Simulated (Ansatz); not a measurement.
# CH₅AlCl₂Se: basis-set convergence

One table from this session's results is given with a row withheld; the runs are named, their logs left out.

The runs use Ansatz 0.2.0, Gaussian basis; one geometry, several basis sets.

Plan: PBE0-D4/def2-SVP; ωB97M-V/def2-SVP; PBE0-D4/def2-QZVPP; ωB97M-V/def2-QZVPP; the functionals' def2-TZVPP values are taken from earlier runs.

## The relaxed structure

All runs share one geometry, relaxed beforehand with PBE0-D4 in a triple-zeta def2 set.

SMILES `[CH3][Al-]([Cl])([Cl])[SeH2+]`, 10 atoms, charge 0, spin multiplicity 1.

Atoms are counted from 1 here; the program's logs count them from 0.

Bond lengths: C1–Al2 1.940 Å, C1–H6 1.094 Å, C1–H7 1.093 Å, C1–H8 1.093 Å, Al2–Cl3 2.123 Å, Al2–Cl4 2.123 Å, Al2–Se5 2.650 Å, Se5–H9 1.470 Å, Se5–H10 1.470 Å. Angles: Al2–C1–H6 110.0°, Al2–C1–H7 111.9°, Al2–C1–H8 111.9°, H6–C1–H7 107.2°, H6–C1–H8 107.2°, H7–C1–H8 108.5°, C1–Al2–Cl3 118.8°, C1–Al2–Cl4 118.8°, C1–Al2–Se5 105.5°, Cl3–Al2–Cl4 115.5°, Cl3–Al2–Se5 95.3°, Cl4–Al2–Se5 95.3°, Al2–Se5–H9 97.2°, Al2–Se5–H10 97.2°, H9–Se5–H10 91.7°.

The first run:

in.yaml reads:

```yaml
crystal:
  periodic: [false, false, false]
  atoms:
    - {symbol: C, position_ang: [-1.341958, -0.619713, -0.016151]}
    - {symbol: Al, position_ang: [0.573380, -0.785630, -0.278674]}
    - {symbol: Cl, position_ang: [1.720592, -1.815291, 1.181590]}
    - {symbol: Cl, position_ang: [1.331134, -0.867808, -2.260522]}
    - {symbol: Se, position_ang: [1.572657, 1.607747, 0.266403]}
    - {symbol: H, position_ang: [-1.831998, -1.575937, -0.224498]}
    - {symbol: H, position_ang: [-1.589455, -0.346505, 1.013188]}
    - {symbol: H, position_ang: [-1.782037, 0.122701, -0.687412]}
    - {symbol: H, position_ang: [0.831653, 1.836282, 1.515342]}
    - {symbol: H, position_ang: [0.599130, 2.392854, -0.506264]}
basis:
  gaussian: {orbitals: def2-SVP}
hamiltonian: {xc: pbe0, dispersion: d4}
output: {orbitals: {seedname: orbitals}}
```

Command:

```sh
ansatz run in.yaml --threads 2 --pin off --events-out ev --progress --plain --max-ram 32768MiB --backend cpu
```

Among the steps run: PBE0-D4 in def2-SVP; ωB97M-V in def2-SVP; PBE0-D4 in def2-QZVPP; ωB97M-V in def2-QZVPP.

One of the session's tables, all rows but one given; the rest of the session is left out.

It belongs to the step «Density functionals: the series». 

| functional | basis | HOMO (eV) |
| --- | --- | --- |
| PBE0-D4 | def2-SVP | -7.96 |
| PBE0-D4 | def2-TZVPP | -8.06 |
| PBE0-D4 | def2-QZVPP | -8.09 |
| ωB97M-V | def2-SVP | -10.12 |
| ωB97M-V | def2-TZVPP | -10.25 |
| ωB97M-V | def2-QZVPP | ? |

Estimate the missing values for ωB97M-V, def2-QZVPP.

**Answer.** HOMO (eV): -10.28. In the column «HOMO (eV)» it is the lowest.
